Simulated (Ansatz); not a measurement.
# NiSi2 (Si2Ni-type): zero-pressure volume and bulk modulus with PBE + D3(BJ)

An exercise on one series of results from a longer session: the logs are not shown, and one member is left open.

The COD entry's cell or inner coordinates are ideal or old and differ from later refinements, so a difference from it is no clean test against experiment.

Method: DFT PBE + D3(BJ), scalar-relativistic, plane waves, PAW, in Ansatz 0.2.0.

## The starting structure

The structure is cubic, space group Fm-3m (No. 225). The conventional cell has a = 5.395 Å, b = 5.395 Å, c = 5.395 Å, α = 90.00°, β = 90.00°, γ = 90.00°. Around Si (site symmetry -43m) lie 4 Ni at 2.34 Å. Ni (site symmetry m-3m) has 8 Si at 2.34 Å in its first shell of neighbours.

As a file:

```xyz
3
Lattice="0.0000 2.6975 2.6975 2.6975 0.0000 2.6975 2.6975 2.6975 0.0000" Properties=species:S:1:pos:R:3 pbc="T T T"
Si    1.3488    1.3488    1.3488
Si    4.0463    4.0463    4.0463
Ni    0.0000    0.0000    0.0000
```

An earlier run on this cell at PBE gave 3.81 GPa at 13.086 Å³/atom (8×8×8 mesh), metallic, no moment left. The cell is compressed at this level.

The first run:

The input, input.yaml:

```yaml
crystal:
  lattice:
    - [0.0, 2.6975011173, 2.6975011173]
    - [2.6975011173, 0.0, 2.6975011173]
    - [2.6975011173, 2.6975011173, 0.0]
  atoms:
    - { symbol: Si, position: [0.25, 0.25, 0.25] }
    - { symbol: Si, position: [0.75, 0.75, 0.75] }
    - { symbol: Ni, position: [0.0, 0.0, 0.0], spin: 0.05 }
basis:
  ecutwfc: 420
  ecutrho_ratio: 4
kpoints:
  mp_grid: { grid: [8, 8, 8] }
hamiltonian:
  xc: pbe
  dispersion: d3bj
scf:
  occupations: { method: gaussian, width: 0.05 }
output:
  forces: true
  stress: true
  eigenvalues: true
  populations: true
magnetization:
  spin_polarized: true
checkpoint:
  read: start.run
  write: ck
  compress: false
  write_wavefunctions: false
  write_every: 100000
```

start.run holds the state of a PBE run on this cell.

Command:

```bash
> ansatz run input.yaml --threads 4 --pin off --max-ram 8192MiB --backend cpu --events-out ev --progress --plain --runs-dir out
```

Among the steps run: At the given cell; Stepping to 12.930 Å³/atom; Volume × 0.98 of the new zero; Volume × 1.02 of the new zero; Volume × 0.96 of the new zero; Volume × 1.04 of the new zero.

One of the session's tables, all rows but one given; the rest of the session is left out.

It belongs to the step «Energy and pressure against volume». 

```
volume (Å³/atom)  energy (meV/atom)  pressure (GPa)
          12.413              11.17            7.29
          12.671                  ?               ?
          12.930               0.00            0.01
          13.189               2.48           -2.89
          13.447               9.35           -5.37
```

Estimate the missing values for volume (Å³/atom) = 12.671.

Worked estimate for «energy (meV/atom)». A straight line through the neighbours (12.413, 11.17) and (12.930, 0.00) gives 11.17 + (0.00 − 11.17) × (12.671 − 12.413) / (12.930 − 12.413) = 5.60; a parabola fitted to 3 rows on both sides gives 2.91.

**Answer.** energy (meV/atom): 2.59; pressure (GPa): 3.38. In «energy (meV/atom)» the line misses by +3.01 and the parabola by +0.32.

To keep in mind: Warnings in the runs' records: seeded moment not kept.
